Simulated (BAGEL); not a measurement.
# [CSO3F3]− (SMILES [O-]S(=O)(=O)C(F)(F)F): HF/6-31G(d) (density fitting with cc-pvqz-jkfit, spherical functions)

What is the vertical ionisation energy of [CSO3F3]− at HF/6-31G* (density fitting with cc-pvqz-jkfit, spherical functions)? 

Program for the calculation: BAGEL 1.2.2.

4 further runs of the same task are left out: 4 that didn't finish.

## Step 1: The molecule

The species is [CSO3F3]− (8 atoms), meant as a singlet with charge -1. SMILES: `[O-]S(=O)(=O)C(F)(F)F`. The coordinates come from a PBE0-D4/def2-TZVPD relaxation.

Bond lengths: O1–S2 1.447 Å, S2–O3 1.447 Å, S2–O4 1.447 Å, S2–C5 1.853 Å, C5–F6 1.341 Å, C5–F7 1.341 Å, C5–F8 1.341 Å. Some angles: O1–S2–O3 115.5°, O1–S2–O4 115.5°, O1–S2–C5 102.4°, O3–S2–O4 115.5°, O3–S2–C5 102.4°, O4–S2–C5 102.4°, S2–C5–F6 111.9°, S2–C5–F7 111.9°, S2–C5–F8 111.9°, F6–C5–F7 106.9°.

## Step 2: A single-point energy at HF/6-31G(d) (density fitting with cc-pvqz-jkfit, spherical functions)

hf.json reads:

```json
{ "bagel": [

{
  "title": "molecule",
  "basis": "6-31gs.json",
  "df_basis": "cc-pvqz-jkfit",
  "angstrom": true,
  "geometry": [
    { "atom": "O", "xyz": [      -0.452120,      -1.793850,       0.534600 ] },
    { "atom": "S", "xyz": [       0.514500,      -0.855220,       0.007850 ] },
    { "atom": "O", "xyz": [       1.622110,      -0.542800,       0.884460 ] },
    { "atom": "O", "xyz": [       0.853150,      -1.026290,      -1.388190 ] },
    { "atom": "C", "xyz": [      -0.440870,       0.732840,      -0.006730 ] },
    { "atom": "F", "xyz": [      -0.854330,       1.079580,       1.221330 ] },
    { "atom": "F", "xyz": [       0.292430,       1.753940,      -0.474640 ] },
    { "atom": "F", "xyz": [      -1.534870,       0.651830,      -0.778680 ] }
  ]
},

{ "title": "hf", "charge": -1 },

{ "title": "print", "file": "orbitals.molden", "orbitals": true }

]}
```

The basis set 6-31G* is read from a file made from the Basis Set Exchange's data (not shown).

On the command line:

```
$ BAGEL_NUM_THREADS=1 BAGEL hf.json > hf.out
```

Output:

```text
* using 1 threads per process

  ===============================================================
  ===============================================================

  *** Geometry ***

  { "atom" : "O", "xyz" : [     -0.854383,     -3.389885,      1.010248 ] },
  { "atom" : "S", "xyz" : [      0.972264,     -1.616132,      0.014834 ] },
  { "atom" : "O", "xyz" : [      3.065344,     -1.025743,      1.671387 ] },
  { "atom" : "O", "xyz" : [      1.612220,     -1.939407,     -2.623299 ] },
  { "atom" : "C", "xyz" : [     -0.833124,      1.384867,     -0.012718 ] },
  { "atom" : "F", "xyz" : [     -1.614450,      2.040111,      2.307979 ] },
  { "atom" : "F", "xyz" : [      0.552613,      3.314466,     -0.896940 ] },
  { "atom" : "F", "xyz" : [     -2.900484,      1.231780,     -1.471492 ] },

  Number of auxiliary basis functions:      890

  Since a DF basis is specified, we compute 2- and 3-index integrals:
    o Being stored without compression. Storage requirement is 0.096 GB

  Number of basis functions:      116
  Number of electrons      :       73

    * METHOD: MOLECULE                             0.88

  *** RHF ***

  === Nuclear Repulsion ===
   555.3700217781

      * DIIS with orbital gradients will be used.

  === RHF iteration (6-31gs.json) ===
      0       -957.62073347          0.02589640           0.32
      1       -957.92675294          0.02043474           0.30
      2       -958.26641279          0.00125974           0.33
      3       -958.26870015          0.00033606           0.31
      4       -958.26889315          0.00007308           0.32
      5       -958.26890294          0.00002923           0.31
      6       -958.26890407          0.00001006           0.32
      7       -958.26890426          0.00000209           0.32
      8       -958.26890427          0.00000109           0.31
      9       -958.26890427          0.00000022           0.31
     10       -958.26890427          0.00000005           0.37
     11       -958.26890427          0.00000002           0.44
     12       -958.26890427          0.00000001           0.38
    * SCF iteration converged.

    * Permanent dipole moment:
           (    0.875619,    -1.455477,     0.013351) a.u.

    * METHOD: HF                                   4.89

    * METHOD: PRINT                                0.01

  ===============================================================
```

It took 6.3 s on 1 thread of Intel Xeon 6975P-C (Granite Rapids), shared host; peak memory 0.31 GiB.

## Step 3: Doublet neutral CSO3F3

input.json reads:

```json
{ "bagel": [

{
  "title": "molecule",
  "basis": "6-31gs.json",
  "df_basis": "cc-pvqz-jkfit",
  "angstrom": true,
  "geometry": [
    { "atom": "O", "xyz": [      -0.452120,      -1.793850,       0.534600 ] },
    { "atom": "S", "xyz": [       0.514500,      -0.855220,       0.007850 ] },
    { "atom": "O", "xyz": [       1.622110,      -0.542800,       0.884460 ] },
    { "atom": "O", "xyz": [       0.853150,      -1.026290,      -1.388190 ] },
    { "atom": "C", "xyz": [      -0.440870,       0.732840,      -0.006730 ] },
    { "atom": "F", "xyz": [      -0.854330,       1.079580,       1.221330 ] },
    { "atom": "F", "xyz": [       0.292430,       1.753940,      -0.474640 ] },
    { "atom": "F", "xyz": [      -1.534870,       0.651830,      -0.778680 ] }
  ]
},

{ "title": "uhf", "charge": 0, "nopen": 1 },

{ "title": "print", "file": "orbitals.molden", "orbitals": true }

]}
```

The basis set 6-31G* is read from a file made from the Basis Set Exchange's data (not shown).

On the command line:

```
$ BAGEL_NUM_THREADS=1 BAGEL input.json > input.out
```

Output:

```text
* using 1 threads per process

  ===============================================================
  ===============================================================

  *** Geometry ***

  { "atom" : "O", "xyz" : [     -0.854383,     -3.389885,      1.010248 ] },
  { "atom" : "S", "xyz" : [      0.972264,     -1.616132,      0.014834 ] },
  { "atom" : "O", "xyz" : [      3.065344,     -1.025743,      1.671387 ] },
  { "atom" : "O", "xyz" : [      1.612220,     -1.939407,     -2.623299 ] },
  { "atom" : "C", "xyz" : [     -0.833124,      1.384867,     -0.012718 ] },
  { "atom" : "F", "xyz" : [     -1.614450,      2.040111,      2.307979 ] },
  { "atom" : "F", "xyz" : [      0.552613,      3.314466,     -0.896940 ] },
  { "atom" : "F", "xyz" : [     -2.900484,      1.231780,     -1.471492 ] },

  Number of auxiliary basis functions:      890

  Since a DF basis is specified, we compute 2- and 3-index integrals:
    o Being stored without compression. Storage requirement is 0.096 GB

  Number of basis functions:      116
  Number of electrons      :       73

    * METHOD: MOLECULE                             0.89

  *** Open-shell HF ***

  === Nuclear Repulsion ===
   555.3700217781

      * DIIS with orbital gradients will be used.

  === UHF iteration (6-31gs.json) ===
      0       -957.31867181          0.05612833           0.58
      1       -957.55158651          0.04929614           0.58
      2       -957.74742710          0.03766245           0.56
      3       -958.02781059          0.00133982           0.57
      4       -958.02985409          0.00058437           0.55
      5       -958.03047099          0.00028351           0.57
      6       -958.03080966          0.00015329           0.58
      7       -958.03095250          0.00008098           0.56
      8       -958.03098835          0.00003153           0.57
      9       -958.03099244          0.00001603           0.55
     10       -958.03099283          0.00000614           0.58
     11       -958.03099307          0.00000301           0.58
     12       -958.03099313          0.00000171           0.56
     13       -958.03099315          0.00000118           0.55
     14       -958.03099316          0.00000117           0.56
     15       -958.03099316          0.00000119           0.56
     16       -958.03099315          0.00000108           0.55
     17       -958.03099311          0.00000059           0.55
     18       -958.03099310          0.00000041           0.55
     19       -958.03099311          0.00000041           0.54
     20       -958.03099311          0.00000041           0.54
     21       -958.03099311          0.00000039           0.55
     22       -958.03099310          0.00000032           0.58
     23       -958.03099310          0.00000018           0.56
     24       -958.03099310          0.00000012           0.55
     25       -958.03099310          0.00000007           0.55
     26       -958.03099310          0.00000004           0.56
     27       -958.03099310          0.00000004           0.55
     28       -958.03099310          0.00000003           0.55
     29       -958.03099310          0.00000003           0.55
     30       -958.03099310          0.00000002           0.55
     31       -958.03099310          0.00000001           0.55
     32       -958.03099310          0.00000001           0.55
     33       -958.03099310          0.00000001           0.55
     34       -958.03099310          0.00000001           0.58
     35       -958.03099310          0.00000001           0.56
     36       -958.03099310          0.00000001           0.56
    * SCF iteration converged.

    * S^2 (UHF) is 0.7980

    * Permanent dipole moment:
           (    0.395373,    -0.657181,     0.006012) a.u.

    * METHOD: UHF                                 21.15

    * METHOD: PRINT                                0.01

  ===============================================================
```

Wall time 23 s (1 thread of Intel Xeon 6975P-C (Granite Rapids), shared host); peak memory 0.31 GiB.

## Step 4: Results

At HF/6-31G* (density fitting with cc-pvqz-jkfit, spherical functions):

```
                                                                quantity          value
                                         singlet [CSO3F3]−: total energy  -958.26890 Eh
                                          singlet [CSO3F3]−: HOMO energy       -6.93 eV
                                          singlet [CSO3F3]−: LUMO energy       12.54 eV
singlet [CSO3F3]−: HOMO–LUMO gap (to an unbound level, set by the basis)       19.47 eV
                                    doublet neutral CSO3F3: total energy  -958.03099 Eh
                                   doublet neutral CSO3F3: dipole moment         1.95 D
                                            doublet neutral CSO3F3: ⟨S²⟩          0.798
                     vertical detachment energy (to the doublet neutral)       6.474 eV
```

What this shows: Removing an electron at fixed nuclei costs 6.47 eV (149 kcal/mol). The negative HOMO energy of the first species, 6.93 eV, lies 0.46 eV above that difference.
